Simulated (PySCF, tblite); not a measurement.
# C₆H₁₀BF₂N: geometry, infrared bands and NMR shifts

Aim: predict the infrared bands and NMR shifts of C₆H₁₀BF₂N (`C=C([BH2-][N+]#CC)CC(F)F`).

Computed with tblite 0.8.0 and PySCF 2.14.0, with density-fitted response routines of our own, on a single molecule in the gas phase. Atoms count from 0, in the outputs and in this text.

### 1 The starting structure

20 atoms, charge 0, multiplicity 1; geometry from: force field or distance geometry start.

Bonds of the start (Å): C0–C1 1.33, C1–B2 1.61, B2–N3 1.49, N3–C4 1.15, C4–C5 1.47, C1–C6 1.51, C6–C7 1.52, C7–F8 1.39, C7–F9 1.38, C0–H10 1.08, C0–H11 1.10, B2–H12 1.19, B2–H13 1.19, C5–H14 1.11, C5–H15 1.12, C5–H16 1.10, C6–H17 1.12, C6–H18 1.12, C7–H19 1.11.

### 2 Geometry optimisation with GFN2-xTB

The job: settings as JSON, then the geometry in Å.

```
{"job": {"kind": "relax", "xc": "GFN2-xTB", "basis": "xTB"}, "charge": 0, "multiplicity": 1}
C     -0.980000     1.744500    -0.227800
C     -0.697500     0.821000     0.684000
B      0.828300     0.603700     1.146000
N      1.617300     0.108200    -0.013100
C      2.236200    -0.296000    -0.891300
C      3.013800    -0.794400    -2.032300
C     -1.793800    -0.004200     1.318400
C     -2.331200    -1.044700     0.348400
F     -3.351600    -1.765900     0.949000
F     -1.336000    -1.926600    -0.020400
H     -0.215200     2.354000    -0.684500
H     -2.019500     1.912400    -0.534500
H      0.886100    -0.175100     2.047300
H      1.278200     1.643500     1.512400
H      3.120700     0.016900    -2.787000
H      4.021200    -1.102100    -1.664400
H      2.501700    -1.661400    -2.477600
H     -1.427400    -0.537000     2.230500
H     -2.620500     0.666700     1.652100
H     -2.736000    -0.552800    -0.558300
```

Run with:

```
$ OMP_NUM_THREADS=1 python probes_run.py task.json out
```

This one command runs all jobs of the session in turn.

**Question.** This job is followed by: GFN2-xTB harmonic vibrations, gas phase; GIAO PBE0/pcSseg-1 NMR shielding, non-relativistic, gas phase. What will the session give for the following? strongest single infrared mode (GFN2-xTB); zero-point energy (GFN2-xTB); 13C shifts against TMS (PBE0/pcSseg-1); 1H shifts against TMS (PBE0/pcSseg-1, means over atoms taken as alike); 11B shifts against BF3·OEt2 (PBE0/pcSseg-1); 15N shifts against NH3 (PBE0/pcSseg-1); 19F shifts against CFCl3 (PBE0/pcSseg-1, means over atoms taken as alike).

The runs gave:

| quantity | value |
| --- | --- |
| strongest single infrared mode (GFN2-xTB) | 2422 cm⁻¹, 172 km/mol |
| zero-point energy (GFN2-xTB) | 93.5 kcal/mol |
| 13C shifts against TMS (PBE0/pcSseg-1) | 159.6, 129.8, 128.4, 119.8, 46.3, 2.3 ppm |
| 1H shifts against TMS (PBE0/pcSseg-1, means over atoms taken as alike) | 6.11, 5.66, 5.44, 2.79, 2.42, 2.39 ppm |
| 11B shifts against BF3·OEt2 (PBE0/pcSseg-1) | -30.3 ppm |
| 15N shifts against NH3 (PBE0/pcSseg-1) | 228.0 ppm |
| 19F shifts against CFCl3 (PBE0/pcSseg-1, means over atoms taken as alike) | -135.4 ppm |

The optimisation took 179 steps and gained 0.326 eV; among the close pairs (by a distance rule), C4–C5 changed most, from 1.468 to 1.428 Å. All 54 modes are real, so the xTB geometry is a minimum. The strongest single mode, at 2422 cm⁻¹, moves mainly H12. GFN2-xTB is a fitted tight-binding method: band positions and strengths are rough. Its intensities can rank the bands wrongly. The most deshielded carbon is C1 (fully substituted alkene carbon), at 159.6 ppm: as expected for a trigonal carbon in a double bond. H19 (hydrogen on an sp3 CH bonded to 2 F) lies farthest downfield among hydrogen, at 6.11 ppm; its carbon carries F, which withdraws density. At PBE0/pcSseg-1: Shielding is most anisotropic at N3 (span 438 ppm, paramagnetic term -293 ppm).
